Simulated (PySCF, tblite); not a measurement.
**C₆H₈BF₃O₂: geometry, infrared bands and NMR shifts**

Wanted: the infrared bands and NMR shifts of C₆H₈BF₃O₂ (`FC(F)(F)C1(B2OCCO2)CC1`), by calculation.

Computed with tblite 0.8.0 and PySCF 2.14.0, with density-fitted response routines of our own, on a single molecule in the gas phase. Atoms count from 0, in the outputs and in this text.

## Step 1: The starting structure

20 atoms, charge 0, multiplicity 1; geometry from: force field or distance geometry start.

Bonds of the start (Å): F0–C1 1.40, C1–F2 1.40, C1–F3 1.38, C1–C4 1.51, C4–B5 1.59, B5–O6 1.47, O6–C7 1.39, C7–C8 1.51, C8–O9 1.41, C4–C10 1.52, C10–C11 1.53, C11–C4 1.49, O9–B5 1.47, C7–H12 1.10, C7–H13 1.10, C8–H14 1.09, C8–H15 1.11, C10–H16 1.12, C10–H17 1.10, C11–H18 1.12, C11–H19 1.10.

## Step 2: Geometry optimisation with GFN2-xTB

Job settings and geometry (Å):

```
{"job": {"kind": "relax", "xc": "GFN2-xTB", "basis": "xTB"}, "charge": 0, "multiplicity": 1}
F     -1.698600    -0.971700     2.145800
C     -1.715900    -1.164000     0.760600
F     -0.886700    -2.235500     0.424900
F     -2.993000    -1.340100     0.272000
C     -1.087800     0.082200     0.172800
B      0.400400     0.368300     0.641600
O      1.246100    -0.750200     1.089800
C      2.204500    -0.769400     0.089100
C      2.613300     0.688400     0.089800
O      1.356100     1.315400     0.060200
C     -1.305400     0.373900    -1.299100
C     -2.003300     1.190300    -0.213400
H      1.781300    -0.992400    -0.902900
H      3.007900    -1.452500     0.396700
H      3.206300     0.860100    -0.811500
H      3.117100     0.907700     1.048700
H     -0.510100     0.998100    -1.789500
H     -1.948300    -0.276700    -1.914400
H     -3.085300     0.928700    -0.139500
H     -1.703600     2.250100    -0.124500
```

The run is started by

```console
$ OMP_NUM_THREADS=1 python probes_run.py task.json out
```

One launch serves the whole session: the jobs run in the order shown.

**Question.** This job is followed by: GFN2-xTB harmonic vibrations, gas phase; GIAO PBE0/pcSseg-1 NMR shielding, non-relativistic, gas phase. Predict these results of the whole session: strongest single infrared mode (GFN2-xTB); zero-point energy (GFN2-xTB); ¹³C shifts against TMS (PBE0/pcSseg-1, means over atoms taken as alike); ¹H shifts against TMS (PBE0/pcSseg-1, means over atoms taken as alike); ¹⁹F shifts against CFCl3 (PBE0/pcSseg-1, means over atoms taken as alike); ¹¹B shifts against BF3·OEt2 (PBE0/pcSseg-1); ¹⁷O shifts against H2O (PBE0/pcSseg-1, means over atoms taken as alike).

**Answer**, as computed:

| quantity | value |
| --- | --- |
| strongest single infrared mode (GFN2-xTB) | 1058 cm⁻¹, 293 km/mol |
| zero-point energy (GFN2-xTB) | 89.1 kcal/mol |
| ¹³C shifts against TMS (PBE0/pcSseg-1, means over atoms taken as alike) | 137.1, 70.3, 13.5, 11.5 ppm |
| ¹H shifts against TMS (PBE0/pcSseg-1, means over atoms taken as alike) | 4.51, 1.15, 0.92 ppm |
| ¹⁹F shifts against CFCl3 (PBE0/pcSseg-1, means over atoms taken as alike) | -81.8 ppm |
| ¹¹B shifts against BF3·OEt2 (PBE0/pcSseg-1) | 31.5 ppm |
| ¹⁷O shifts against H2O (PBE0/pcSseg-1, means over atoms taken as alike) | 127.3 ppm |

What this shows: Over 150 steps the energy fell by 1.911 eV; of the close pairs, B5–O6 changed most, 1.472 to 1.356 Å. All 54 modes are real, so the xTB geometry is a minimum. The strongest single mode, at 1058 cm⁻¹, moves mainly C1. Unscaled tight-binding wavenumbers are off by several per cent, some by more. Its intensities can rank the bands wrongly. H12, H13, H14, H15 (mean) (hydrogen on an sp3 CH2 bonded to O) lies farthest downfield among hydrogen, at 4.51 ppm; its carbon carries O, which withdraws density. At PBE0/pcSseg-1: The largest span, 211 ppm, is at O6, O9, where the paramagnetic term is -188 ppm.
